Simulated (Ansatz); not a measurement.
# F2H4OSi2: the cost of one run

Computed with the Python package of Ansatz 0.2.0. Level of theory: CAM-B3LYP/def2-SVP.

**1. The system**

Bond lengths: F1–Si2 1.644 Å, Si2–O3 1.671 Å, O3–Si4 1.554 Å, Si4–F5 1.624 Å, Si2–H6 1.499 Å, Si2–H7 1.500 Å, Si4–H8 1.498 Å, Si4–H9 1.522 Å. Angles: F1–Si2–O3 109.2°, F1–Si2–H6 110.8°, F1–Si2–H7 106.5°, O3–Si2–H6 110.2°, O3–Si2–H7 110.7°, H6–Si2–H7 109.5°, Si2–O3–Si4 135.4°, O3–Si4–F5 109.7°, O3–Si4–H8 109.3°, O3–Si4–H9 115.2°, F5–Si4–H8 105.6°, F5–Si4–H9 107.6°, H8–Si4–H9 109.0°.

No structure file is read: the coordinates are typed or built in the script.

**2. The code**

Contents of f2h4osi2.py:

```python
"""Energy of F2H4OSi2 as one group turns about a bond."""

import logging
import sys

import ansatz as az
from ase import Atoms

logging.basicConfig(stream=sys.stdout, format="%(name)s: %(message)s")
log = logging.getLogger("run")
log.setLevel(logging.INFO)


def main() -> None:
    atoms = Atoms(["F", "Si", "O", "Si", "F", "H", "H", "H", "H"], positions=[
        [2.0448, 0.0004, 1.2131],
        [1.4209, 0.4873, -0.2284],
        [0.0439, -0.4003, -0.5593],
        [-1.3489, -0.5711, 0.1084],
        [-2.1956, 0.8077, -0.0305],
        [1.098, 1.9513, -0.2009],
        [2.479, 0.2279, -1.2593],
        [-2.1345, -1.6023, -0.6427],
        [-1.3192, -0.9472, 1.5825],
    ])

    # start the scan from a relaxed geometry
    first = (
        az.Crystal.molecule_from_ase(atoms).calculation()
        .basis(gaussian="def2-SVP")
        .functional("cam_b3lyp")
        .relax(force_tolerance=0.02, max_steps=80)
    )
    atoms.positions = first.run(threads=1, backend="cpu").report["positions_ang"]

    start = atoms.get_dihedral(3, 2, 1, 0)
    energies = {}
    for turn in range(0, 360, 30):
        turned = atoms.copy()
        turned.set_dihedral(3, 2, 1, 0, start + turn, indices=[0, 1, 5, 6])
        calculation = (
            az.Crystal.molecule_from_ase(turned).calculation()
            .basis(gaussian="def2-SVP")
            .functional("cam_b3lyp")
        )
        energies[round((start + turn) % 360)] = calculation.run(threads=1, backend="cpu").report["free_energy_ev"]
    floor = min(energies.values())
    log.info("dihedral Si3-O2-Si1-F0 (deg)   E - E(min) (eV)")
    for angle, e in sorted(energies.items()):
        log.info(f"{angle:8d} {(e - floor):14.3f}  " + "#" * int(30 * (e - floor) / max(max(energies.values()) - floor, 1e-9)))


if __name__ == "__main__":
    main()
```

**3. The calls as engine input**

The package turns the script's settings into the engine's input (first run):

```yaml
crystal:
  periodic: [false, false, false]
  atoms:
    - { symbol: F, position_ang: [2.0448, 0.0004, 1.2131] }
    - { symbol: Si, position_ang: [1.4209, 0.4873, -0.2284] }
    - { symbol: O, position_ang: [0.0439, -0.4003, -0.5593] }
    - { symbol: Si, position_ang: [-1.3489, -0.5711, 0.1084] }
    - { symbol: F, position_ang: [-2.1956, 0.8077, -0.0305] }
    - { symbol: H, position_ang: [1.098, 1.9513, -0.2009] }
    - { symbol: H, position_ang: [2.479, 0.2279, -1.2593] }
    - { symbol: H, position_ang: [-2.1345, -1.6023, -0.6427] }
    - { symbol: H, position_ang: [-1.3192, -0.9472, 1.5825] }
basis:
  gaussian:
    orbitals: def2-SVP
hamiltonian:
  xc: cam_b3lyp
relax:
  f_tol: 0.02
  max_steps: 80
```

**4. Running it**

Command:

```bash
python f2h4osi2.py
```

**Question.** How long does this script take on 1 thread of Arm Neoverse V2, shared host, and how much memory does it need?

About 1.9 min, with a peak of 0.31 GiB.
